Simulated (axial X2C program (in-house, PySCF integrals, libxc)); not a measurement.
# All-electron X2C curves of BiSe

Aim: find the lowest determinant of BiSe, scan the bond at several levels and fit the constants, once spin-free and once with spin–orbit coupling.

Method: all-electron X2C, Bi dyall-cv3z, Se dyall-cv3z; program: an in-house X2C program for linear molecules on PySCF integrals.

All values are calculated.

## 1. Set-up

The input, task.json:

```json
{
 "zs": [
  83,
  34
 ],
 "q": 0,
 "bas": [
  "dyall-cv3z",
  "dyall-cv3z"
 ],
 "levels": [
  "PBE0",
  "HF",
  "PBEsol"
 ],
 "cc": true,
 "r0": 2.48,
 "thr": -1.0,
 "nmax": 90,
 "npts": 10,
 "nst": 2,
 "ntry": 6
}
```

Keys: zs atomic numbers; q charge; bas basis sets; levels methods (HF also brings MP2); cc coupled cluster on or off; r0 starting distance in Å; thr threshold in hartree for freezing inner shells (an s shell follows its p shell); nmax most natural virtual spinors; npts points asked for on the curve; nst determinants followed; ntry starts of the search.

On the command line:

```sh
$ python so2c.py task.json out
```

Spin-free means the one-electron spin-free X2C Hamiltonian; two-component (2c) means X2C with spin–orbit coupling and atomic mean-field two-electron Coulomb and Gaunt terms. Basis: Bi dyall-cv3z contracted to [12s14p10d6f1g], Se dyall-cv3z contracted to [8s9p6d4f1g]; Gaussian nuclei, density fitting. Masses: Bi 208.980 u, Se 79.917 u.

Notation: σ, π±, δ± give the projection m of an orbital's angular momentum (0, ±1, ±2), α and β its spin, Λ and M_S the sums; ω is the projection of a spinor's total angular momentum and Ω the sum. Logs are in hartree.

The results follow Hamiltonian by Hamiltonian and level by level.

## 2. Search for the lowest determinant

Determinants are compared with PBE0 at 2.480 Å.

Spin-free determinants:

```csv
ΔE (eV),state,open shells
0.00,"M_S = 1/2, Λ = 1",beyond closed shells: π+α
1.28,"M_S = 3/2, Λ = 1","beyond closed shells: 2 × π+α, π+β, 2 × π-α"
2.15,"M_S = 1/2, Λ = 3","beyond closed shells: 2 × π+α, 2 × π+β, π-α"
2.15,"M_S = 1/2, Λ = 1","beyond closed shells: π+α, 2 × π+β, 2 × π-α"
2.30,"M_S = 3/2, Λ = 0","beyond closed shells: σα, π+α, π-α"
2.64,"M_S = 1/2, Λ = 0","beyond closed shells: σβ, π+α, π-α"
2.86,"M_S = 1/2, Λ = 0",beyond closed shells: σα
```

Two-component determinants:

```json
{"ΔE (eV)": "0.00", "state": "Ω = 1/2", "open shells": "excess of +ω over −ω: ω = 1/2"}
{"ΔE (eV)": "0.88", "state": "Ω = 3/2", "open shells": "excess of +ω over −ω: ω = 3/2"}
{"ΔE (eV)": "1.41", "state": "Ω = 3/2", "open shells": "excess of +ω over −ω: ω = 3/2"}
{"ΔE (eV)": "1.72", "state": "Ω = 5/2", "open shells": "excess of +ω over −ω: ω = -1/2, 2 × ω = 3/2"}
{"ΔE (eV)": "2.09", "state": "Ω = 1/2", "open shells": "excess of +ω over −ω: 2 × ω = -1/2, ω = 3/2"}
{"ΔE (eV)": "2.49", "state": "Ω = 7/2", "open shells": "excess of +ω over −ω: ω = 1/2, 2 × ω = 3/2"}
{"ΔE (eV)": "2.87", "state": "Ω = 5/2", "open shells": "excess of +ω over −ω: 2 × ω = 1/2, ω = 3/2"}
```

## 3. PBE0, spin-free

State followed: M_S = 1/2, Λ = 1 (beyond closed shells: π+α). The scan is laid around 2.445 Å, a first estimate of the minimum, and this SCF restarts from the orbitals of the search.

The SCF at the reference distance of 2.445 Å:

```text
spin-free X2C-1e  PBE0
basis functions 257  fitting functions 1447  grid points 5806
iter        total energy     max residual
   1     -23964.598674584     1.15e+01
   2     -23965.119878473     1.72e-01
   3     -23965.121781971     1.27e-01
   4     -23965.122454665     5.76e-02
   5     -23965.122525341     3.70e-02
   6     -23965.122634425     1.72e-03
   7     -23965.122636415     9.86e-04
   8     -23965.122637909     6.62e-04
   9     -23965.122639318     4.32e-04
  10     -23965.122639385     6.18e-05
  11     -23965.122639405     1.67e-05
  12     -23965.122639405     6.77e-06
converged
one-electron -34038.53547348  Coulomb 9954.53957882  exact exchange -121.09190084  xc functional -370.80706854  nuclear repulsion 610.77222463
```

Along the bond, energies from the lowest point:

```
R (Å)  E (eV)  μ (D)  HOMO (eV)  LUMO (eV)  iterations
2.225  0.4026  -1.99      -4.99      -3.37          25
2.298  0.1265  -2.25      -5.12      -3.50          21
2.372  0.0051  -2.51      -5.25      -3.64          18
2.445  0.0000  -2.75      -5.37      -3.76          12
2.531  0.0995  -3.00      -5.50      -3.89          19
2.616  0.2696  -3.14      -5.61      -3.96          18
```

Dipoles are positive if Se is the positive end.

Outer orbitals at the reference distance:

```tsv
symmetry	occupied	ε (eV)	atomic character
δ+α	yes	-30.10	100% Bi d
σα	yes	-30.09	99% Bi d
δ-α	yes	-30.06	100% Bi d
σβ	yes	-30.02	99% Bi d
π+α	yes	-30.00	100% Bi d
π-α	yes	-29.98	100% Bi d
δ-β	yes	-29.92	100% Bi d
δ+β	yes	-29.92	100% Bi d
π+β	yes	-29.90	100% Bi d
π-β	yes	-29.90	100% Bi d
σα	yes	-19.47	60% Se s, 27% Bi s, 6% Bi p
σβ	yes	-19.26	64% Se s, 22% Bi s, 7% Bi p
σα	yes	-15.85	58% Bi s, 23% Se s, 9% Se p
σβ	yes	-15.19	63% Bi s, 19% Se s, 11% Se p
σα	yes	-8.25	54% Se p, 37% Bi p, 5% Bi s
σβ	yes	-8.10	54% Se p, 36% Bi p, 6% Bi s
π+α	yes	-7.76	60% Se p, 37% Bi p
π-α	yes	-7.36	59% Se p, 38% Bi p
π+β	yes	-7.18	72% Se p, 24% Bi p, 3% Bi d
π-β	yes	-7.18	72% Se p, 24% Bi p, 3% Bi d
π+α	yes	-5.37	59% Bi p, 34% Se p, 3% Bi d
π-α	no	-3.76	58% Bi p, 35% Se p, 4% Bi d
π+β	no	-3.10	72% Bi p, 22% Se p, 2% Bi d
π-β	no	-3.10	72% Bi p, 22% Se p, 2% Bi d
σα	no	-0.85	49% Bi p, 20% Se p, 14% Bi d
```

PBE0 fields in the half plane through the axis: z from -2.4 to 4.8 Å across, distance from the axis 0.15 to 2.25 Å upwards; Bi lies at z = 0 and Se at z = 2.445 Å; the ELF is damped to zero where the density is low.

log10 density (e/bohr³). Ten even steps from '0' (-4.47 ) to '9' (1.95 ):
```
0011222222222222222211000
0112223333332333332221100
1122333333333333333322110
1223334444444444444332211
1223444555444445554433221
1233455666554555555443321
2234456777655556765543321
2234456898655557986544321
```

ELF. Ten even steps from '0' (0.00 ) to '9' (0.83 ):
```
0001234443211112222100000
0012456665322234554320000
0024677766433457777642000
0135777665544678999864100
0246775444445789999985200
1257754454336885358996410
1367755878535842533897410
1367647353735728292797520
```

Re = 2.411 Å, ωe = 293.8 cm⁻¹, Be = 0.05018 cm⁻¹, De = 2.88 eV, μ = -2.64 D.

## 4. HF, spin-free

The SCF at the reference distance of 2.445 Å:

```text
spin-free X2C-1e  HF
basis functions 257  fitting functions 1447  grid points 5806
iter        total energy     max residual
   1     -23957.591273403     6.46e-01
   2     -23957.638705270     1.38e-02
   3     -23957.640653214     2.87e-02
   4     -23957.641823917     1.06e-02
   5     -23957.643839500     1.75e-02
   6     -23957.644621406     7.30e-02
   7     -23957.648300543     4.07e-02
   8     -23957.650936021     3.21e-02
   9     -23957.653891248     7.09e-03
  10     -23957.654781201     5.21e-03
  11     -23957.654914711     2.15e-03
  12     -23957.654938899     8.01e-04
  13     -23957.654944604     2.09e-04
  14     -23957.654945475     5.97e-05
  15     -23957.654945561     4.39e-05
  16     -23957.654945619     2.55e-05
  17     -23957.654945637     9.04e-06
  18     -23957.654945640     4.55e-06
  19     -23957.654945641     1.85e-06
converged
one-electron -34038.98022106  Coulomb 9955.19084546  exact exchange -484.63779467  xc functional 0.00000000  nuclear repulsion 610.77222463
```

No constants are quoted: the lowest point is the long end of the scan.

## 5. PBEsol, spin-free

Output at 2.445 Å:

```text
spin-free X2C-1e  PBEsol
basis functions 257  fitting functions 1447  grid points 5806
iter        total energy     max residual
   1     -23957.464739855     1.14e+00
   2     -23957.472739708     1.81e-02
   3     -23957.474381477     2.14e-01
   4     -23957.474794090     2.47e-02
   5     -23957.475148306     4.83e-02
   6     -23957.475179907     9.08e-03
   7     -23957.475184549     5.87e-03
   8     -23957.475186384     2.98e-03
   9     -23957.475187022     1.68e-03
  10     -23957.475187073     5.17e-04
  11     -23957.475187078     5.90e-05
  12     -23957.475187078     6.43e-05
  13     -23957.475187078     3.68e-06
converged
one-electron -34036.81350551  Coulomb 9952.68059642  exact exchange 0.00000000  xc functional -484.11450262  nuclear repulsion 610.77222463
```

Re = 2.425 Å, ωe = 284.3 cm⁻¹, ωexe = 0.502 cm⁻¹, Be = 0.0496 cm⁻¹, De = 3.64 eV, μ = -2.30 D.

## 6. MP2 and beyond, spin-free

Correlated methods: 11 electrons correlated (frozen shells, counted by type: Bi 5 s, 4 p, 3 d, 1 f; Se 3 s, 2 p, 1 d), 263 virtual spinors in MP2, 90 natural virtuals in coupled cluster.

Output of the correlated part at 2.445 Å:

```text
correlated 11  virtual 263  natural virtual 90  E(MP2) -0.208805502  MP2 remainder -0.007678169
iter   CCSD correlation   residual
   1     -0.218365076   1.28e-01
   2     -0.226219573   7.09e-02
   3     -0.229783905   5.17e-02
   4     -0.234244592   3.88e-02
   5     -0.235329142   1.46e-02
   6     -0.235854995   6.05e-03
   7     -0.235895248   2.75e-03
   8     -0.235889580   1.34e-03
   9     -0.235886997   6.18e-04
  10     -0.235882712   2.91e-04
  11     -0.235883998   1.58e-04
  12     -0.235884856   7.25e-05
  13     -0.235885603   3.39e-05
  14     -0.235886186   1.44e-05
  15     -0.235886541   7.33e-06
  16     -0.235886795   4.08e-06
  17     -0.235886971   2.71e-06
  18     -0.235887138   1.57e-06
  19     -0.235887170   5.91e-07
  20     -0.235887181   3.04e-07
(T) -0.013560827  T1 0.1099  D1 0.3063  max T2 0.128
```

T1 in the output is the amplitude norm over the root of the electron number; divide by √2 for the Lee–Taylor value.

MP2: No constants are quoted: the reference is strongly spin-contaminated.

CCSD: Re = 2.432 Å, ωe = 261.2 cm⁻¹, ωexe = 1.15 cm⁻¹, Be = 0.0493 cm⁻¹, De = 2.17 eV. T1 at Re = 0.078 (Lee–Taylor, the printed value over √2).

CCSD(T): Re = 2.427 Å, ωe = 275.2 cm⁻¹, Be = 0.0495 cm⁻¹, De = 2.40 eV. T1 at Re = 0.078 (Lee–Taylor, the printed value over √2).

## 7. A higher determinant, spin-free

State: M_S = 3/2, Λ = 1 (beyond closed shells: 2 × π+α, π+β, 2 × π-α).

Output at the reference distance:

```text
spin-free X2C-1e  PBE0
basis functions 257  fitting functions 1447  grid points 5806
iter        total energy     max residual
   1     -23964.535530912     1.22e+01
   2     -23965.068472175     1.81e-01
   3     -23965.070022994     3.58e-02
   4     -23965.070942979     4.32e-02
   5     -23965.071048762     6.02e-03
   6     -23965.071067487     7.47e-03
   7     -23965.071075295     2.19e-03
   8     -23965.071075874     2.27e-04
   9     -23965.071075947     2.66e-04
  10     -23965.071075955     1.83e-05
converged
one-electron -34039.32325577  Coulomb 9955.43491156  exact exchange -121.11693125  xc functional -370.83802512  nuclear repulsion 610.77222463
```

```csv
R (Å),E above the lowest PBE0 point (eV)
2.225,2.702
2.298,2.106
2.372,1.686
2.445,1.403
2.531,1.208
2.616,1.123
```

No constants are quoted: the lowest point is the long end of the scan.

## 8. The spin-free curves together

Energy (eV) of the followed determinant, spin-free, from each level's lowest point:

```csv
R (Å),PBE0,HF,MP2 (spin-contaminated),CCSD,CCSD(T),PBEsol
2.225,0.403,0.784,0.192,0.453,0.457,0.448
2.298,0.126,0.440,0.074,0.164,0.163,0.159
2.372,0.005,0.212,0.014,0.028,0.025,0.022
2.445,0.000,0.073,0.000,0.000,0.000,0.000
2.531,0.100,0.001,0.034,0.057,0.069,0.080
2.616,0.270,0.000,0.115,0.173,0.203,0.242
```

## 9. PBE0, 2c

State followed: Ω = 1/2 (excess of +ω over −ω: ω = 1/2). The scan is laid around 2.445 Å, a first estimate of the minimum, and this SCF restarts from the orbitals of the search.

The SCF at the reference distance of 2.445 Å:

```text
two-component X2C + atomic mean field  PBE0
basis functions 257  fitting functions 1447  grid points 5806
iter        total energy     max residual
   1     -23971.330828215     1.03e+01
   2     -23971.858327300     1.65e-01
   3     -23971.860296660     1.18e-01
   4     -23971.860950855     5.52e-02
   5     -23971.861021277     3.38e-02
   6     -23971.861148464     1.72e-03
   7     -23971.861150025     1.09e-03
   8     -23971.861150510     1.05e-04
   9     -23971.861150638     2.50e-04
  10     -23971.861150712     1.47e-04
  11     -23971.861150720     1.46e-05
converged
one-electron -34021.70913422  Coulomb 9953.03454969  exact exchange -121.08802668  xc functional -370.88590282  nuclear repulsion 610.77222463  atomic mean-field constant -21.98486132
```

Along the bond, energies from the lowest point:

| R (Å) | E (eV) | μ (D) | HOMO (eV) | LUMO (eV) | iterations |
| --- | --- | --- | --- | --- | --- |
| 2.225 | 0.4809 | -2.25 | -5.27 | -3.07 | 29 |
| 2.298 | 0.1820 | -2.50 | -5.40 | -3.21 | 21 |
| 2.372 | 0.0345 | -2.75 | -5.53 | -3.34 | 19 |
| 2.445 | 0.0000 | -2.97 | -5.64 | -3.47 | 11 |
| 2.531 | 0.0623 | -3.20 | -5.76 | -3.59 | 20 |
| 2.616 | 0.1988 | -3.39 | -5.87 | -3.69 | 18 |

Dipoles are positive if Se is the positive end.

Outer spinors at the reference distance:

| ω | occupied | ε (eV) | atomic character | λ mixture |
| --- | --- | --- | --- | --- |
| 3/2 | yes | -31.46 | 100% Bi d | 82% δ, 18% π |
| 1/2 | yes | -31.42 | 100% Bi d | 59% π, 41% σ |
| -1/2 | yes | -31.40 | 100% Bi d | 57% π, 43% σ |
| -3/2 | yes | -31.36 | 100% Bi d | 80% δ, 20% π |
| 1/2 | yes | -28.48 | 99% Bi d | 59% σ, 41% π |
| -1/2 | yes | -28.47 | 99% Bi d | 57% σ, 43% π |
| -5/2 | yes | -28.47 | 100% Bi d | 100% δ |
| -3/2 | yes | -28.40 | 100% Bi d | 80% π, 20% δ |
| 3/2 | yes | -28.39 | 100% Bi d | 82% π, 18% δ |
| 5/2 | yes | -28.37 | 100% Bi d | 100% δ |
| -1/2 | yes | -19.39 | 64% Se s, 23% Bi s, 6% Bi p | 100% σ |
| 1/2 | yes | -19.05 | 63% Se s, 23% Bi s, 7% Bi p | 100% σ |
| -1/2 | yes | -15.60 | 62% Bi s, 20% Se s, 10% Se p | 100% σ |
| 1/2 | yes | -15.06 | 61% Bi s, 20% Se s, 11% Se p | 100% σ |
| 1/2 | yes | -8.50 | 54% Bi p, 40% Se p, 3% Bi s | 56% σ, 44% π |
| -1/2 | yes | -8.35 | 47% Bi p, 45% Se p, 4% Bi s | 89% σ, 11% π |
| 1/2 | yes | -7.74 | 68% Se p, 25% Bi p, 2% Bi s | 61% π, 39% σ |
| -1/2 | yes | -7.23 | 61% Se p, 35% Bi p, 2% Bi d | 92% π, 8% σ |
| -3/2 | yes | -7.16 | 75% Se p, 21% Bi p, 3% Bi d | 100% π |
| 3/2 | yes | -6.81 | 74% Se p, 22% Bi p, 3% Bi d | 100% π |
| 1/2 | yes | -5.64 | 52% Bi p, 41% Se p, 3% Bi d | 92% π, 8% σ |
| -1/2 | no | -3.47 | 50% Bi p, 43% Se p, 4% Bi d | 93% π, 7% σ |
| -3/2 | no | -3.11 | 75% Bi p, 19% Se p, 3% Bi d | 100% π |
| 3/2 | no | -2.60 | 74% Bi p, 20% Se p, 3% Bi d | 100% π |
| -1/2 | no | -0.69 | 52% Bi p, 19% Se p, 14% Bi d | 97% σ, 3% π |

PBE0 fields in the half plane through the axis: z from -2.4 to 4.8 Å across, distance from the axis 0.15 to 2.25 Å upwards; Bi lies at z = 0 and Se at z = 2.445 Å; the ELF is damped to zero where the density is low.

log10 density (e/bohr³). Ten even steps from '0' (-4.46 ) to '9' (1.95 ):
```
0011122222222222222211000
0112223333322233332221100
1122333333333333333322110
1223334444444444444332211
1223444555444445554433221
1233455666554555555443321
2234456777655556765543321
2234456898655557986544321
```

ELF. Ten even steps from '0' (0.00 ) to '9' (0.83 ):
```
0000123332111112222100000
0002345554321234554321000
0024567765433467777642000
0135777665444678999864100
0246776544445789999985310
1357764555335885358996410
1367755768535742533897410
1367657353735728292797520
```

Re = 2.435 Å, ωe = 273.8 cm⁻¹, Be = 0.04918 cm⁻¹, De = 2.81 eV, μ = -2.94 D.

## 10. HF, 2c

Output at 2.445 Å:

```text
two-component X2C + atomic mean field  HF
basis functions 257  fitting functions 1447  grid points 5806
iter        total energy     max residual
   1     -23964.239327926     1.08e+00
   2     -23964.287133275     1.37e-02
   3     -23964.289454686     4.54e-02
   4     -23964.290605587     1.98e-02
   5     -23964.291483602     9.76e-03
   6     -23964.291984556     1.68e-02
   7     -23964.292197601     8.24e-03
   8     -23964.292347832     3.19e-03
   9     -23964.292437856     6.86e-03
  10     -23964.292510284     4.19e-03
  11     -23964.292539396     6.38e-04
  12     -23964.292551407     1.33e-03
  13     -23964.292554357     7.72e-04
  14     -23964.292554834     9.21e-05
  15     -23964.292554905     8.66e-05
  16     -23964.292554922     5.52e-05
  17     -23964.292554927     5.12e-06
  18     -23964.292554929     1.18e-05
  19     -23964.292554929     5.84e-06
  20     -23964.292554929     7.19e-07
converged
one-electron -34021.83068860  Coulomb 9953.31931403  exact exchange -484.56854367  xc functional 0.00000000  nuclear repulsion 610.77222463  atomic mean-field constant -21.98486132
```

No constants are quoted: too few points lie around the minimum for a second fit to confirm the first.

## 11. PBEsol, 2c

Output at 2.445 Å:

```text
two-component X2C + atomic mean field  PBEsol
basis functions 257  fitting functions 1447  grid points 5806
iter        total energy     max residual
   1     -23964.236802833     1.13e+00
   2     -23964.245415101     1.17e-02
   3     -23964.246695284     1.66e-01
   4     -23964.246869218     2.70e-02
   5     -23964.247235829     3.54e-02
   6     -23964.247250614     7.39e-03
   7     -23964.247253028     4.24e-03
   8     -23964.247253751     2.28e-03
   9     -23964.247254008     6.01e-04
  10     -23964.247254036     3.60e-04
  11     -23964.247254041     5.25e-05
  12     -23964.247254041     3.72e-05
  13     -23964.247254041     1.22e-06
converged
one-electron -34019.88279820  Coulomb 9951.07213228  exact exchange 0.00000000  xc functional -484.22395143  nuclear repulsion 610.77222463  atomic mean-field constant -21.98486132
```

Re = 2.445 Å, ωe = 269.3 cm⁻¹, ωexe = 0.561 cm⁻¹, Be = 0.04879 cm⁻¹, De = 3.49 eV, μ = -2.65 D.

## 12. MP2 and beyond, 2c

Correlated methods: 11 electrons correlated (frozen shells, counted by type: Bi 5 s, 4 p, 3 d, 1 f; Se 3 s, 2 p, 1 d), 263 virtual spinors in MP2, 90 natural virtuals in coupled cluster.

Output of the correlated part at 2.445 Å:

```text
correlated 11  virtual 263  natural virtual 90  E(MP2) -0.220985684  MP2 remainder -0.008333232
iter   CCSD correlation   residual
   1     -0.227888493   1.36e-01
   2     -0.235655436   6.64e-02
   3     -0.238996404   3.83e-02
   4     -0.239836801   2.22e-02
   5     -0.240353837   1.13e-02
   6     -0.240577448   6.36e-03
   7     -0.240672923   2.69e-03
   8     -0.240689184   9.83e-04
   9     -0.240687470   5.57e-04
  10     -0.240690580   3.48e-04
  11     -0.240689567   1.51e-04
  12     -0.240691061   4.90e-05
  13     -0.240690992   2.26e-05
  14     -0.240691374   1.33e-05
  15     -0.240691655   7.52e-06
  16     -0.240691833   4.63e-06
  17     -0.240691928   2.33e-06
  18     -0.240691951   1.12e-06
  19     -0.240691963   5.50e-07
(T) -0.013430808  T1 0.0666  D1 0.1545  max T2 0.101
```

MP2: No constants are quoted: the reference is strongly spin-contaminated.

CCSD: No constants are quoted: too few points lie around the minimum for a second fit to confirm the first.

CCSD(T): No constants are quoted: too few points lie around the minimum for a second fit to confirm the first.

## 13. A higher determinant, 2c

State: Ω = 3/2 (excess of +ω over −ω: ω = 3/2).

Output at the reference distance:

```text
two-component X2C + atomic mean field  PBE0
basis functions 257  fitting functions 1447  grid points 5806
iter        total energy     max residual
   1     -23971.299752383     1.05e+01
   2     -23971.825981341     1.62e-01
   3     -23971.826121320     3.38e-02
   4     -23971.828034772     5.78e-02
   5     -23971.828159998     1.31e-02
   6     -23971.828761013     1.49e-02
   7     -23971.828778352     5.07e-03
   8     -23971.828782345     1.04e-03
   9     -23971.828783273     1.02e-03
  10     -23971.828784155     1.17e-03
  11     -23971.828784318     1.08e-04
  12     -23971.828784335     1.30e-05
  13     -23971.828784336     1.52e-05
converged
one-electron -34020.73589335  Coulomb 9952.08025409  exact exchange -121.08535178  xc functional -370.87515660  nuclear repulsion 610.77222463  atomic mean-field constant -21.98486132
```

```csv
R (Å),E above the lowest PBE0 point (eV)
2.225,1.344
2.298,1.056
2.372,0.915
2.445,0.881
2.531,0.934
2.616,1.050
```

Re = 2.437 Å, ωe = 261.3 cm⁻¹, Be = 0.04911 cm⁻¹, μ = -2.12 D. Te = 0.88 eV.

## 14. The 2c curves together

Energy (eV) of the followed determinant, 2c, from each level's lowest point:

| R (Å) | PBE0 | HF | MP2 (spin-contaminated) | CCSD | CCSD(T) | PBEsol |
| --- | --- | --- | --- | --- | --- | --- |
| 2.225 | 0.481 | 0.585 | 0.389 | 0.562 | 0.583 | 0.511 |
| 2.298 | 0.182 | 0.272 | 0.103 | 0.229 | 0.238 | 0.204 |
| 2.372 | 0.035 | 0.099 | 0.000 | 0.055 | 0.057 | 0.046 |
| 2.445 | 0.000 | 0.018 | 0.020 | 0.000 | 0.000 | 0.000 |
| 2.531 | 0.062 | 0.000 | 0.122 | 0.038 | 0.041 | 0.050 |
| 2.616 | 0.199 | 0.039 | 0.261 | 0.145 | 0.155 | 0.179 |

Time for the job: 4.4 min (1 thread of Arm Neoverse V1, shared host); peak memory 0.84 GiB.

## 15. Constants

Lowest determinant that the search found at its distance, spin-free: M_S = 1/2, Λ = 1 (beyond closed shells: π+α).

Lowest determinant that the search found at its distance, 2c: Ω = 1/2 (excess of +ω over −ω: ω = 1/2).

| Hamiltonian | level | Re (Å) | ωe (cm⁻¹) | De (eV) | μ (D) |
| --- | --- | --- | --- | --- | --- |
| spin-free | PBE0 | 2.411 | 293.8 | 2.88 | -2.64 |
| spin-free | CCSD | 2.432 | 261.2 | 2.17 | n/a |
| spin-free | CCSD(T) | 2.427 | 275.2 | 2.40 | n/a |
| spin-free | PBEsol | 2.425 | 284.3 | 3.64 | -2.30 |
| 2c | PBE0 | 2.435 | 273.8 | 2.81 | -2.94 |
| 2c | PBEsol | 2.445 | 269.3 | 3.49 | -2.65 |

Dipoles are positive if Se is the positive end. No constants: spin-free HF (the lowest point is the long end of the scan); spin-free MP2 (the reference is strongly spin-contaminated); 2c HF (too few points lie around the minimum for a second fit to confirm the first); 2c MP2 (the reference is strongly spin-contaminated); 2c CCSD (too few points lie around the minimum for a second fit to confirm the first); 2c CCSD(T) (too few points lie around the minimum for a second fit to confirm the first).

Time per point (s) on 1 thread of Arm Neoverse V1, shared host (2c runs); the times are rough: PBE0 3.7, PBEsol 0.97.

What this shows: At PBE0, going from spin-free to two-component changes Re by +24 mÅ, ωe by -6.8 %; at least one of these shifts is too large to ignore. It costs about 1.7 times the time. De moves by -0.07 eV; both De rest on single-determinant atoms, which can miss part of an open shell's spin–orbit lowering.

De refers to Bi + Se, each in the lowest determinant found, which need not be this curve's own limit. Each curve is one determinant whose occupation by symmetry is held fixed; it was picked as the lowest of a PBE0 search that is not exhaustive. Dissociation energies refer to the lowest single-determinant-based atoms at the same level and basis. Density functionals use the spin component along the axis (collinear). Coupled cluster ran in a truncated set of natural virtual spinors; the MP2 energy of the rest was added. The spin-free determinant is spin-contaminated at some levels. With the outer-core shells frozen, correlated bond lengths of heavy atoms tend to come out a few hundredths of an ångström too long. T1 at Re is 0.078 (Lee–Taylor), above the customary mark of 0.02.
